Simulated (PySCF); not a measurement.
# SeO2 (selenium dioxide): levels of theory compared

We compute a comparison of 6 runs (HF/STO-3G, HF/3-21G, HF/6-311G**, wB97X/6-31G, B2PLYP/pcseg-1, CCSD(T)/STO-3G) of SeO2 (selenium dioxide). Input form: a Python script.

Program for the calculation: PySCF 2.14.0.

### 1 The system as given

SeO2: 3 atoms, total charge 0, spin state singlet. As SMILES, `O=[Se]=O`. Geometry: a GFN2-xTB relaxation, a rough one for these elements and not checked as a minimum.

Bond lengths: O1–Se2 1.567 Å, Se2–O3 1.568 Å. Angles: O1–Se2–O3 109.3°.

### 2 Energy and forces at HF/STO-3G (run 1)

Input file start.xyz:

```xyz
3
O2Se
O      0.451050    -1.230020     0.101400
Se    -0.535420    -0.070350    -0.271180
O      0.084370     1.300380     0.169780
```

Input file job.py:

```python
from pyscf import gto

molecule = gto.M(
    atom='start.xyz',
    verbose=4,
    basis='sto-3g',
    spin=0,
    max_memory=1860,
)

hf = molecule.RHF()
hf.conv_tol = 1e-10
hf.kernel()
if not hf.converged:
    hf = hf.newton().run(hf.mo_coeff, hf.mo_occ)

etot = hf.e_tot
print('E = %.10f Eh' % etot)
grad = hf.nuc_grad_method().kernel()
dip = hf.dip_moment()
pop, q = hf.mulliken_pop()
```

Launch:

```bash
$ OMP_NUM_THREADS=1 python job.py
```

Output:

```text
PySCF version 2.14.0

[INPUT] num. atoms = 3
[INPUT] num. electrons = 50
[INPUT] charge = 0
[INPUT] spin (= nelec alpha-beta = 2S) = 0
[INPUT] symmetry False subgroup None
[INPUT] Mole.unit = angstrom
[INPUT] Symbol           X                Y                Z      unit          X                Y                Z       unit  Magmom
[INPUT]  1 O      0.451050000000  -1.230020000000   0.101400000000 AA    0.852360968485  -2.324400927738   0.191618229031 Bohr   0.0
[INPUT]  2 Se    -0.535420000000  -0.070350000000  -0.271180000000 AA   -1.011797161615  -0.132942232863  -0.512455930460 Bohr   0.0
[INPUT]  3 O      0.084370000000   1.300380000000   0.169780000000 AA    0.159436193130   2.457362057862   0.320837701429 Bohr   0.0

nuclear repulsion = 196.88900900996
number of shells = 14
number of NR pGTOs = 84
number of NR cGTOs = 28
basis = sto-3g
ecp = {}

[... 41 lines left out ...]
converged SCF energy = -2520.97459104638
[... 4 lines left out ...]
--------------- RHF gradients ---------------
         x                y                z
0 O    -0.0725117676     0.0742961196    -0.0284657046
1 Se     0.1210655506     0.0156621496     0.0612931796
2 O    -0.0485537830    -0.0899582692    -0.0328274750
----------------------------------------------
Dipole moment(X, Y, Z, Debye): -1.89857, -0.24979, -0.96162
 ** Mulliken pop  **
pop of  0 O 1s            1.99889
pop of  0 O 2s            1.95105
pop of  0 O 2px           1.54795
pop of  0 O 2py           1.49092
pop of  0 O 2pz           1.45340
pop of  1 Se 1s           1.99999
pop of  1 Se 2s           1.99958
pop of  1 Se 3s           1.99914
pop of  1 Se 4s           1.72885
pop of  1 Se 2px          1.99983
pop of  1 Se 2py          1.99973
pop of  1 Se 2pz          1.99982
pop of  1 Se 3px          1.99149
pop of  1 Se 3py          1.98669
pop of  1 Se 3pz          1.99067
pop of  1 Se 4px          1.29553
pop of  1 Se 4py          0.87518
pop of  1 Se 4pz          1.26287
pop of  1 Se 3dxy         1.99351
pop of  1 Se 3dyz         1.99822
pop of  1 Se 3dz^2        1.99745
pop of  1 Se 3dxz         1.99882
pop of  1 Se 3dx2-y2      1.99831
pop of  2 O 1s            1.99889
pop of  2 O 2s            1.95107
pop of  2 O 2px           1.71994
pop of  2 O 2py           1.33488
pop of  2 O 2pz           1.43735
 ** Mulliken atomic charges  **
charge of    0O =     -0.44221
charge of    1Se =      0.88434
charge of    2O =     -0.44213
```

It took 1.7 s on 1 thread of Intel Xeon at 2.70GHz, shared host; peak memory 0.12 GiB.

### 3 Energy and forces at HF/3-21G (run 2)

Input file calc.py:

```python
import pyscf.grad
from pyscf import gto

mol = gto.M(
    atom=[
    ('O', (0.451050, -1.230020, 0.101400)),
    ('Se', (-0.535420, -0.070350, -0.271180)),
    ('O', (0.084370, 1.300380, 0.169780)),
],
    basis='3-21g',
    verbose=3,
    charge=0,
    max_memory=1860,
)

mf = mol.RHF()
mf.conv_tol = 1e-10
mf.kernel()
if not mf.converged:
    mf = mf.newton().run(mf.mo_coeff, mf.mo_occ)

etot = mf.e_tot
print('Final energy', etot)
grad = mf.Gradients().kernel()
dip = mf.dip_moment()
pop, q = mf.mulliken_pop()
```

Launch:

```bash
$ OMP_NUM_THREADS=1 python calc.py
```

Output:

```text
converged SCF energy = -2537.2039842505
Final energy -2537.2039842505033
--------------- RHF gradients ---------------
         x                y                z
0 O    -0.0351314009     0.0547201253    -0.0119463112
1 Se     0.0532501576     0.0067117135     0.0269420763
2 O    -0.0181187567    -0.0614318388    -0.0149957651
----------------------------------------------
Dipole moment(X, Y, Z, Debye): -3.61787, -0.47564, -1.83241
 ** Mulliken pop  **
pop of  0 O 1s            1.98666
pop of  0 O 2s            0.43036
pop of  0 O 3s            1.57297
pop of  0 O 2px           0.69883
pop of  0 O 2py           0.68022
pop of  0 O 2pz           0.63759
pop of  0 O 3px           0.93492
pop of  0 O 3py           0.90814
pop of  0 O 3pz           0.92414
pop of  1 Se 1s           1.99982
pop of  1 Se 2s           1.99764
pop of  1 Se 3s           1.99988
pop of  1 Se 4s           0.92806
pop of  1 Se 5s           0.82158
pop of  1 Se 2px          1.99751
pop of  1 Se 2py          1.99724
pop of  1 Se 2pz          1.99735
pop of  1 Se 3px          1.98935
pop of  1 Se 3py          1.98840
pop of  1 Se 3pz          1.98668
pop of  1 Se 4px          0.70104
pop of  1 Se 4py          0.59831
pop of  1 Se 4pz          0.54854
pop of  1 Se 5px          0.36668
pop of  1 Se 5py          0.08735
pop of  1 Se 5pz          0.46831
pop of  1 Se 3dxy         1.99116
pop of  1 Se 3dyz         1.99707
pop of  1 Se 3dz^2        1.99588
pop of  1 Se 3dxz         1.99769
pop of  1 Se 3dx2-y2      1.99683
pop of  2 O 1s            1.98666
pop of  2 O 2s            0.43037
pop of  2 O 3s            1.57297
pop of  2 O 2px           0.75022
pop of  2 O 2py           0.63356
pop of  2 O 2pz           0.63274
pop of  2 O 3px           0.99578
pop of  2 O 3py           0.85305
pop of  2 O 3pz           0.91842
 ** Mulliken atomic charges  **
charge of    0O =     -0.77384
charge of    1Se =      1.54763
charge of    2O =     -0.77379
```

Wall time 1.9 s (1 thread of Intel Xeon at 2.70GHz, shared host); peak memory 0.12 GiB.

Runs 3 to 5 aren't shown in full; the table further down has their settings and results.

### 4 A single-point energy at CCSD(T)/STO-3G (run 6)

Input file calc.py:

```python
# selenium dioxide
from pyscf import gto, scf, cc

mol = gto.M(
    atom='''
O      0.852361    -2.324401     0.191618
Se    -1.011797    -0.132942    -0.512456
O      0.159436     2.457362     0.320838
''',
    max_memory=1860,
    unit='bohr',
    basis='sto-3g',
    verbose=3,
    spin=0,
)

mf = scf.RHF(mol)
mf.conv_tol = 1e-10
mf.kernel()
if not mf.converged:
    mf = mf.newton().run(mf.mo_coeff, mf.mo_occ)

mycc = cc.CCSD(mf, frozen=11)
mycc.kernel()
e_t = mycc.ccsd_t()
etot = mycc.e_tot + e_t
print('E(%s) = %.9f' % ('CCSD(T)', etot))
mf.analyze()
```

Launch:

```bash
$ OMP_NUM_THREADS=1 python calc.py
```

Output:

```text
converged SCF energy = -2520.97459102379
E(CCSD) = -2521.182715398723  E_corr = -0.2081243749331096
CCSD(T) correction = -0.024377557042924
E(CCSD(T)) = -2521.207092956
**** MO energy ****
MO #1   energy= -455.843840094224  occ= 2
MO #2   energy= -59.0025956192257  occ= 2
MO #3   energy= -53.7170201982989  occ= 2
MO #4   energy= -53.7169814463886  occ= 2
MO #5   energy= -53.7161223263222  occ= 2
MO #6   energy= -20.1727705362622  occ= 2
MO #7   energy= -20.172588880969   occ= 2
MO #8   energy= -8.450483825024    occ= 2
MO #9   energy= -6.28906758778095  occ= 2
MO #10  energy= -6.28351750692794  occ= 2
MO #11  energy= -6.28190722529991  occ= 2
MO #12  energy= -1.9135496417302   occ= 2
MO #13  energy= -1.91227402174856  occ= 2
MO #14  energy= -1.90729806775457  occ= 2
MO #15  energy= -1.90106819331127  occ= 2
MO #16  energy= -1.9008389765571   occ= 2
MO #17  energy= -1.31387928932801  occ= 2
MO #18  energy= -1.2208165918009   occ= 2
MO #19  energy= -0.696626973883015 occ= 2
MO #20  energy= -0.512944189919614 occ= 2
MO #21  energy= -0.498707963715658 occ= 2
MO #22  energy= -0.483986464537857 occ= 2
MO #23  energy= -0.343833739352025 occ= 2
MO #24  energy= -0.301921989521124 occ= 2
MO #25  energy= -0.259785571499184 occ= 2
MO #26  energy= 0.136492111168986  occ= 0
MO #27  energy= 0.469842713402038  occ= 0
MO #28  energy= 0.500741983462813  occ= 0
 ** Mulliken atomic charges  **
charge of    0O =     -0.41025
charge of    1Se =      0.82050
charge of    2O =     -0.41025
Dipole moment(X, Y, Z, Debye): -1.89857, -0.24979, -0.96162
```

Run time: 1.7 s. Hardware: 1 thread of Intel Xeon at 2.70GHz, shared host; peak memory 0.12 GiB.

### 5 All runs side by side

```csv
run,level,integration grid,task,energy (Eh),dipole moment (D) of the reference,HOMO energy (eV),LUMO energy (eV),wall time
1,HF/STO-3G,–,gradient,-2520.974591,2.14,-7.07,3.71,1.7 s
2,HF/3-21G,–,gradient,-2537.203984,4.08,-11.71,-0.09,1.9 s
3,HF/6-311G**,–,gradient,-2549.431493,3.70,-12.86,-0.42,9 s
4,wB97X/6-31G,5,gradient,-2551.416077,3.67,-11.40,-1.87,19 s
5,B2PLYP/pcseg-1,5,energy,-2551.040525,3.32,-10.69,-2.74,9.9 s
6,CCSD(T)/STO-3G,–,energy,-2521.207093,2.14,-7.07,3.71,1.7 s
```

### 6 Outcome

```
                                           quantity           value
                                run 6: total energy  -2521.20709 Eh
        run 6: dipole moment (Hartree–Fock density)          2.14 D
         run 6: HOMO energy (Hartree–Fock orbitals)        -7.07 eV
         run 6: LUMO energy (Hartree–Fock orbitals)         3.71 eV
       run 6: HOMO–LUMO gap (Hartree–Fock orbitals)        10.78 eV
run 6: correlation energy (11 core orbitals frozen)      -232.5 mEh
                              run 6: (T) correction      -24.38 mEh
                               run 6: T1 diagnostic           0.032
```

In words: Over runs 1, 2, 3, 4, 5 the dipole moment (its size) runs from 2.14 D (HF/STO-3G) to 4.08 D (HF/3-21G). Over runs 1, 2, 3, 4, 5 the HOMO–LUMO gap runs from 7.96 eV (B2PLYP/pcseg-1) to 12.44 eV (HF/6-311G**). The two ends differ in method and basis. A double hybrid's value is that of its SCF part. Totals of different functionals can't be ranked against each other. In run 6 the T1 diagnostic is large, so a single reference may not serve. In runs 1, 6 the basis is minimal, so the values are rough. All runs together took 43 s, the longest 19 s.
